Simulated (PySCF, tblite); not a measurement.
# C₅H₁₄OSi₃: geometry, infrared bands and NMR shifts

What infrared bands and NMR shifts should C₅H₁₄OSi₃ (`C=C(C)[SiH2]O[SiH]1C[SiH2]C1`) show?

Computed with tblite 0.8.0 and PySCF 2.14.0, with density-fitted response routines of our own, on a single molecule in the gas phase. Atoms are numbered from 0 throughout.

## 1. The molecule as given

23 atoms, charge 0, multiplicity 1; geometry from: force field or distance geometry start.

Bonds of the start (Å): C0–C1 1.34, C1–C2 1.48, C1–Si3 1.84, Si3–O4 1.74, O4–Si5 1.70, Si5–C6 1.86, C6–Si7 1.88, Si7–C8 1.89, C8–Si5 1.86, C0–H9 1.08, C0–H10 1.10, C2–H11 1.11, C2–H12 1.11, C2–H13 1.10, Si3–H14 1.47, Si3–H15 1.49, Si5–H16 1.48, C6–H17 1.13, C6–H18 1.12, Si7–H19 1.45, Si7–H20 1.48, C8–H21 1.12, C8–H22 1.10.

## 2. Optimising the geometry with GFN2-xTB

What the job is given:

```
{"job": {"kind": "relax", "xc": "GFN2-xTB", "basis": "xTB"}, "charge": 0, "multiplicity": 1}
C     -3.303500    -1.072300     0.783800
C     -2.887700    -0.052100     0.028100
C     -3.782500     0.556100    -0.984300
Si    -1.179200     0.602800     0.245500
O     -0.037800    -0.679400     0.558500
Si     1.496300     0.053700     0.585200
C      2.934200    -1.040800     1.011600
Si     3.952700    -0.029700    -0.199800
C      2.310400     0.293700    -1.074600
H     -2.661400    -1.515200     1.528600
H     -4.313300    -1.487400     0.688900
H     -3.503800     1.633600    -1.036800
H     -4.813000     0.405100    -0.610500
H     -3.670100     0.086500    -1.976000
H     -0.768700     1.258500    -1.006800
H     -1.112000     1.592900     1.362500
H      1.529700     1.290200     1.389200
H      2.817100    -2.114800     0.687400
H      3.346000    -0.911600     2.040400
H      4.904800    -0.806000    -0.970600
H      4.486900     1.166200     0.489700
H      2.234400     1.323300    -1.505500
H      2.015800    -0.526500    -1.751700
```

Run with:

```console
> OMP_NUM_THREADS=1 python probes_run.py task.json out
```

One launch serves the whole session: the jobs run in the order shown.

**Question.** This job is followed by: GFN2-xTB harmonic vibrations, gas phase; GIAO PBE0/pcSseg-1 NMR shielding, non-relativistic, gas phase. What will the session give for the following? strongest single infrared mode (GFN2-xTB); zero-point energy (GFN2-xTB); 13C shifts against TMS (PBE0/pcSseg-1, means over atoms taken as alike); 1H shifts against TMS (PBE0/pcSseg-1, means over atoms taken as alike); 29Si shifts against TMS (PBE0/pcSseg-1); 17O shifts against H2O (PBE0/pcSseg-1).

As calculated:

| quantity | value |
| --- | --- |
| strongest single infrared mode (GFN2-xTB) | 784 cm⁻¹, 645 km/mol |
| zero-point energy (GFN2-xTB) | 105.4 kcal/mol |
| 13C shifts against TMS (PBE0/pcSseg-1, means over atoms taken as alike) | 152.0, 135.3, 23.8, 7.6 ppm |
| 1H shifts against TMS (PBE0/pcSseg-1, means over atoms taken as alike) | 6.32, 5.85, 5.80, 5.29, 4.73, 4.73, 1.94, 0.81, 0.78 ppm |
| 29Si shifts against TMS (PBE0/pcSseg-1) | 3.7, -34.9, -44.0 ppm |
| 17O shifts against H2O (PBE0/pcSseg-1) | 50.2 ppm |

What this shows: Over 299 steps the energy fell by 1.223 eV; of the close pairs, Si3–O4 changed most, 1.745 to 1.620 Å. No mode is imaginary among the 63: a minimum at this level. GFN2-xTB is a fitted tight-binding method: band positions and strengths are rough. Its intensities can rank the bands wrongly. The most deshielded carbon is C1 (fully substituted alkene carbon), at 152.0 ppm: an sp2 carbon of a C=C bond. At PBE0/pcSseg-1: The largest span, 248 ppm, is at C1, where the paramagnetic term is -232 ppm.
